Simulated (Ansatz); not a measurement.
# Ag: energy and stress against strain

The task, for Ag: strain the cell along the Voigt pattern (0, 0, 1, 0, 0, 0).

This is Ag in the hcp structure; at room conditions it is fcc.

Method: DFT r2SCAN, scalar-relativistic, plane waves, PAW, in Ansatz 0.2.0.

**1. Starting point**

Symmetry: P6_3/mmc, No. 194, hexagonal system. The conventional cell has a = 2.930 Å, b = 2.930 Å, c = 4.790 Å, α = 90.00°, β = 90.00°, γ = 120.00°. Ag (site symmetry -6m2) is surrounded by 12 Ag at 2.93 Å.

As a file:

```cif
data_structure
_symmetry_space_group_name_H-M 'P6_3/mmc'
_symmetry_Int_Tables_number 194
_cell_length_a 2.9300
_cell_length_b 2.9300
_cell_length_c 4.7900
_cell_angle_alpha 90.000
_cell_angle_beta 90.000
_cell_angle_gamma 120.000
_cell_volume 35.61
loop_
_atom_site_label
_atom_site_type_symbol
_atom_site_symmetry_multiplicity
_atom_site_Wyckoff_symbol
_atom_site_fract_x
_atom_site_fract_y
_atom_site_fract_z
_atom_site_occupancy
Ag1 Ag 2 c 0.33333 0.66667 0.25000 1
```

The cell is taken as given, not relaxed at this level.

**2. The reference: the undisturbed cell on the scan's mesh**

Contents of input.yaml:

```yaml
crystal:
  lattice:
    - [2.9299980804, 0.0, 0.0]
    - [-1.4649990402, 2.5374527707, 0.0]
    - [0.0, 0.0, 4.79]
  atoms:
    - { symbol: Ag, position: [0.3333333333, 0.6666666667, 0.25] }
    - { symbol: Ag, position: [0.6666666667, 0.3333333333, 0.75] }
basis:
  ecutwfc: 500
kpoints:
  mp_grid: { grid: [18, 18, 10] }
hamiltonian:
  xc: r2scan
scf:
  occupations: { method: gaussian, width: 0.15 }
output:
  forces: true
  stress: true
  eigenvalues: true
  write_density: true
  write_potential: true
  elf: true
  volumetric_format: npy
```

Started as:

```bash
ansatz run input.yaml --threads 1 --pin off --max-ram 2560MiB --backend cpu --events-out ev --progress --plain --runs-dir out
```

**3. Setting up energy and stress against strain**

The cell is strained by ε times the Voigt pattern (0, 0, 1, 0, 0, 0) (xx, yy, zz, yz, xz, xy; engineering shear), with fractional coordinates fixed (clamped ions). The stress on the pattern is the sum of the stress components weighted by it, tension positive.

**4. Point ε = -0.1500**

input.yaml: that of step 2 with these lines changed.

```diff
@@ -4,3 +4,3 @@
     - [-1.4649990402, 2.5374527707, 0.0]
-    - [0.0, 0.0, 4.79]
+    - [0.0, 0.0, 4.0715]
   atoms:
@@ -20,5 +20 @@
   eigenvalues: true
-  write_density: true
-  write_potential: true
-  elf: true
-  volumetric_format: npy
```

**5. Point ε = 0.1125**

input.yaml: that of step 4 with these lines changed.

```diff
@@ -4,3 +4,3 @@
     - [-1.4649990402, 2.5374527707, 0.0]
-    - [0.0, 0.0, 4.0715]
+    - [0.0, 0.0, 5.328875]
   atoms:
```

**6. ε = -0.0750**

input.yaml: that of step 5 with these lines changed.

```diff
@@ -4,3 +4,3 @@
     - [-1.4649990402, 2.5374527707, 0.0]
-    - [0.0, 0.0, 5.328875]
+    - [0.0, 0.0, 4.43075]
   atoms:
```

**7. Point ε = 0.0375**

input.yaml: that of step 6 with these lines changed.

```diff
@@ -4,3 +4,3 @@
     - [-1.4649990402, 2.5374527707, 0.0]
-    - [0.0, 0.0, 4.43075]
+    - [0.0, 0.0, 4.969625]
   atoms:
```

**8. ε = 0.1500**

input.yaml: that of step 7 with these lines changed.

```diff
@@ -4,3 +4,3 @@
     - [-1.4649990402, 2.5374527707, 0.0]
-    - [0.0, 0.0, 4.969625]
+    - [0.0, 0.0, 5.5085]
   atoms:
```

**9. Point ε = -0.1125**

input.yaml: that of step 8 with these lines changed.

```diff
@@ -4,3 +4,3 @@
     - [-1.4649990402, 2.5374527707, 0.0]
-    - [0.0, 0.0, 5.5085]
+    - [0.0, 0.0, 4.251125]
   atoms:
```

**10. ε = 0.0750**

input.yaml: that of step 9 with these lines changed.

```diff
@@ -4,3 +4,3 @@
     - [-1.4649990402, 2.5374527707, 0.0]
-    - [0.0, 0.0, 4.251125]
+    - [0.0, 0.0, 5.14925]
   atoms:
```

**11. Point ε = -0.0375**

input.yaml: that of step 10 with these lines changed.

```diff
@@ -4,3 +4,3 @@
     - [-1.4649990402, 2.5374527707, 0.0]
-    - [0.0, 0.0, 5.14925]
+    - [0.0, 0.0, 4.610375]
   atoms:
```

**12. ε = 0.1312**

input.yaml: that of step 11 with these lines changed.

```diff
@@ -4,3 +4,3 @@
     - [-1.4649990402, 2.5374527707, 0.0]
-    - [0.0, 0.0, 4.610375]
+    - [0.0, 0.0, 5.418448]
   atoms:
@@ -20 +20,5 @@
   eigenvalues: true
+  write_density: true
+  write_potential: true
+  elf: true
+  volumetric_format: npy
```

(Steps that only read results are left out.)

**Question.** What will these runs give? Wanted: slope of the stress at ε = 0, over ±0.0375.

**Answer**, as computed:

| quantity | value |
| --- | --- |
| slope of the stress at ε = 0, over ±0.0375 | 143 GPa |

**Reading.** The slope of the stress at zero strain, 143 GPa, estimates C33 with clamped ions in this Cartesian frame; letting the atoms relax could not make it stiffer. The step is wide, so higher orders mix in. The reference stands under -2.6 GPa, so this is no zero-stress constant. No sampled point lies below the undisturbed cell. Compression costs more than tension: 249.6 against 152.2 meV/atom at the ends.
